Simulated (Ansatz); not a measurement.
Hf2Pd2Se2Br2O3:

```xyz
11
Lattice="5.7607 0.0050 -0.0029 -0.5275 5.8466 0.0341 -1.4844 -0.9264 6.6459" Properties=species:S:1:pos:R:3 pbc="T T T"
Hf    3.5658    1.9949    2.3367
Hf    0.5362    2.1009    3.9624
Pd    3.9042   -0.0043    5.6409
Pd    0.4456    4.9498    2.4142
Se    2.0523    1.4944    6.2402
Se    2.4066    4.0824    3.5487
Br    4.1617    5.6554    1.0519
Br   -0.4152    4.0015    5.7576
O     4.5038    1.1491    3.9299
O     1.7546    1.0574    2.7229
O    -0.4225    3.0696    2.4575
```

The cell was built by a generator and needn't be a form met in nature.

Base run:

| Quantity | Value |
| --- | --- |
| Program | Ansatz 0.2.0 |
| Functional | PBE |
| Potentials or basis | JTH PAW |
| Cutoff | 1380 eV (not typed: the program's choice for these potentials) |
| k mesh | 5 × 5 × 4 |
| Occupations | fermi-dirac, width 0.05 eV |
| Spin | no spin polarisation |

Its results: band gap on the k mesh 0.20 eV, indirect (least direct gap 0.46 eV); pressure -0.5 GPa; largest force 0.142 eV/Å.

Problem. The run is repeated on the same cell with these changes: functional from PBE to RPBE; potentials or basis from JTH PAW to Ansatz PAW; cutoff from 1380 eV (not typed: the program's choice for these potentials) to 420 eV (not typed: the program's choice for these potentials); valence electrons from 104 to 152. What comes out?

Solution. Band gap on the k mesh 0.25 eV, indirect (least direct gap 0.50 eV); pressure 2.8 GPa; largest force 0.151 eV/Å.

Caveats: spin-orbit coupling is left out, which moves the levels of the heavy elements; odd divisions of the mesh miss points on the zone boundary, where band edges often lie, so the gap on the mesh can be too wide (some runs); the PAW data sets come from PBE, with cores solved anew for the run's functional, which leaves a small shift of forces and pressure (some runs).
